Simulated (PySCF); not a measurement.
# Sn₂Cl⁺: triplet, from a PBE0 minimum start

Where does triplet Sn₂Cl⁺ go from a PBE0 minimum start, is the end point a minimum, and what are its modes, charges and moments?

Program: PySCF 2.14.0. Level of theory: PBE0, basis Cl def2-SVP, Sn def2-SVP with ECP28, scalar-relativistic core potentials, no spin–orbit coupling, density fitting. These are calculated values, not measurements.

## 1. Where the work starts

3 atoms, charge 1, spin multiplicity 3.

Bond lengths: Cl1–Sn2 2.582 Å, Cl1–Sn3 2.599 Å. Angles: Sn2–Cl1–Sn3 142.7°.

Coordinates in bohr (charge 1 multiplicity 3):
```
Cl    1.3643   -0.0083    0.0143
Sn   -0.1971    0.0012    4.6364
Sn   -0.2008    0.0012   -4.6405
```

## 2. Finding the electronic state

The steps below are one call of a driver around PySCF. For each, scf.py gives the equivalent set-up of the SCF; relaxations use the driver's own optimiser. After this first run the driver tries any further starts and a stability analysis.

Contents of scf.py:

```python
from pyscf import gto, scf, dft
mol = gto.M(atom='''
Cl     0.721957    -0.004393     0.007579
Sn    -0.104293     0.000632     2.453451
Sn    -0.106262     0.000649    -2.455661''',
    basis={'Cl': 'def2-SVP', 'Sn': 'def2-SVP'},
    ecp={'Sn': 'def2-SVP'},
    charge=1, spin=2)
mf = dft.UKS(mol, xc='PBE0')
mf.grids.atom_grid = (50, 194)
aux = {'Cl': 'def2-universal-JKFIT', 'Sn': 'def2-universal-JKFIT'}
mf = mf.density_fit(auxbasis=aux)
mf.conv_tol = 1e-08
mf.diis_space = 10
mf.max_cycle = 60
mf.init_guess = 'minao'
mf.verbose = 4
mf.kernel()
```

Command:

```sh
$ OMP_NUM_THREADS=2 python axn.py task.json out
```

The program printed:

```text
init E= -843.196969575353
[... the frontier-level lines of each cycle are left out ...]
cycle= 1 E= -886.944856633094  delta_E= -43.7  |g|= 1.93  |ddm|=  6.6
cycle= 2 E= -887.509794476994  delta_E= -0.565  |g|= 1.39  |ddm|= 4.67
cycle= 3 E= -888.226887634266  delta_E= -0.717  |g|= 0.248  |ddm|= 1.89
cycle= 4 E= -888.133321405619  delta_E= 0.0936  |g|= 0.293  |ddm|= 1.03
cycle= 5 E= -888.146145899095  delta_E= -0.0128  |g|= 0.269  |ddm|= 1.33
cycle= 6 E= -888.270534443434  delta_E= -0.124  |g|= 0.0389  |ddm|= 0.657
cycle= 7 E= -888.271705488958  delta_E= -0.00117  |g|= 0.028  |ddm|= 0.0477
cycle= 8 E= -888.272678176843  delta_E= -0.000973  |g|= 0.0203  |ddm|= 0.073
cycle= 9 E= -888.27395883531  delta_E= -0.00128  |g|= 0.0176  |ddm|= 0.109
cycle= 10 E= -888.272521475911  delta_E= 0.00144  |g|= 0.0115  |ddm|= 0.212
cycle= 11 E= -888.272624655079  delta_E= -0.000103  |g|= 0.00297  |ddm|= 0.0554
cycle= 12 E= -888.272638579974  delta_E= -1.39e-05  |g|= 0.000791  |ddm|= 0.00834
cycle= 13 E= -888.272638028458  delta_E= 5.52e-07  |g|= 0.000202  |ddm|= 0.00917
cycle= 14 E= -888.27263803097  delta_E= -2.51e-09  |g|= 2.51e-05  |ddm|= 0.00135
Extra cycle  E= -888.272638025255  delta_E= 5.71e-09  |g|= 9.03e-05  |ddm|= 0.00035
converged SCF energy = -888.272638025255  <S^2> = 2.0105867  2S+1 = 3.0070495
```

This step, with its further starts and checks, needed 14 s of wall time on 2 threads of Arm Neoverse N1, shared host.

The first run landed in a state that is too high. Following the other starts and the instabilities gains 33.5 kJ/mol (-888.28539 Eh), and the work goes on from there.

## 3. Relaxing the triplet from the PBE0 minimum start

The program finds Cs symmetry in the start, which this walk keeps. Threshold on the gradient: 0.0003 Eh/bohr, with a further test on the energy change.

scf.py, as its differences from that of step 2:

```diff
@@ -16 +15,0 @@
-mf.init_guess = 'minao'
```

Steps of the walk:

| step | energy (Eh) | change (kJ/mol) | largest symmetric gradient (Eh/bohr) |
| --- | --- | --- | --- |
| 0 | -888.285389 | 0.00 | 0.00185 |
| 1 | -888.285546 | -0.41 | 0.00182 |
| 2 | -888.285730 | -0.89 | 0.00172 |
| 3 | -888.285899 | -1.34 | 0.00120 |
| 4 | -888.286130 | -1.94 | 0.00185 |
| 5 | -888.286168 | -2.04 | 0.00102 |
| 6 | -888.286182 | -2.08 | 0.00015 |
| 7 | -888.286182 | -2.08 | 0.00009 |

The walk took 33 s.

It settles in C2v symmetry, 2.1 kJ/mol below the start, after 7 steps: Cl–Sn 2.595 Å (×2); Sn–Cl–Sn 128.5°.

## 4. Hessian and properties

The point is checked on the finer grid, and tightened if its gradient asks for it. The Hessian and the dipole derivatives come from central differences of analytic gradients, with steps of 0.02 bohr.

scf.py, as its differences from that of step 3:

```diff
@@ -3,3 +3,3 @@
-Cl     0.721957    -0.004393     0.007579
-Sn    -0.104293     0.000632     2.453451
-Sn    -0.106262     0.000649    -2.455661''',
+Cl     0.996394    -0.006063     0.000065
+Sn    -0.149654     0.000908     2.328685
+Sn    -0.149351     0.000911    -2.328704''',
@@ -10 +10 @@
-mf.grids.atom_grid = (50, 194)
+mf.grids.atom_grid = (75, 302)
@@ -13 +13 @@
-mf.conv_tol = 1e-08
+mf.conv_tol = 1e-10
```

This SCF starts from the last density.

SCF at the final geometry:

```text
init E= -888.286220728429
[... the frontier-level lines of each cycle are left out ...]
cycle= 1 E= -888.28622072845  delta_E= -2.14e-11  |g|= 1.1e-06  |ddm|= 1.24e-05
Extra cycle  E= -888.286220728468  delta_E= -1.75e-11  |g|= 1.15e-06  |ddm|= 1.21e-05
converged SCF energy = -888.286220728468  <S^2> = 2.0062728  2S+1 = 3.0041789
```

The whole step took 51 s.

Geometry: C2v; Cl–Sn 2.595 Å (×2); Sn–Cl–Sn 127.6°.

Modes, for the most abundant isotopes:

| symmetry | ω (cm⁻¹) | IR (km/mol) | μ (u) |
| --- | --- | --- | --- |
| a1 | 45 | 0.4 | 72.96 |
| a1 | 196 | 7.5 | 48.42 |
| b2 | 252 | 123 | 39.23 |

All wavenumbers are real: a minimum.

Constants and moments:

```
Dipole moment about the centre of mass                          : 1.56 D
Highest occupied level                                          : -9.50 eV
Lowest empty level                                              : -7.73 eV
Rotational constants                                            : 0.4207, 0.01296, 0.01258 cm⁻¹
Zero-point energy                                               : 3.0 kJ/mol
Principal polarisabilities                                      : 49.0, 59.9, 132.2 bohr³
Principal traceless quadrupole moments about the centre of mass : -24.08, -9.38, 33.47 D Å
Entropy at 298.15 K and 1 bar (electronic part: spin only)      : 343.1 J/(mol K)
Heat capacity Cp at 298.15 K                                    : 56.6 J/(mol K)
Enthalpy at 298.15 K above 0 K                                  : 14.89 kJ/mol
Rotational symmetry number                                      : 2
Spin squared ⟨S²⟩                                               : 2.006
```

Populations by atom (charges in e):

| atom | Mulliken | Löwdin | polar tensor | spin (Mulliken) | Mayer order to Cl1 |
| --- | --- | --- | --- | --- | --- |
| Cl1 | -0.31 | 0.00 | -0.77 | -0.02 | – |
| Sn2,3 | 0.66 | 0.50 | 0.88 | 1.01 | 0.59 |

Mulliken populations on Cl1: s 5.96, p 11.34, d 0.01.

## 5. Outcome

| quantity | value |
| --- | --- |
| minimum | triplet, C2v |
| geometry | Cl–Sn 2.595 Å (×2); Sn–Cl–Sn 127.6° |
| wavenumbers (cm⁻¹) | 45 (a1), 196 (a1), 252 (b2) |
| dipole moment (centre of mass) | 1.56 D |
| highest occupied, lowest empty level (either spin) | -9.50, -7.73 eV |
| polar-tensor charge of Cl1 | -0.77 e |
| zero-point energy | 3.0 kJ/mol |
| entropy at 298.15 K | 343.1 J/(mol K) |
| ⟨S²⟩ | 2.006 |

From Cs at the start the molecule goes to a C2v minimum. In the infrared the band at 252 cm⁻¹ (b2) leads. The first SCF alone would have been 33 kJ/mol too high. Only this shape and spin were tried, so other structures or states may lie lower. Spin–orbit coupling, left out here, can matter for elements this heavy.

The search up to here took 98 s.
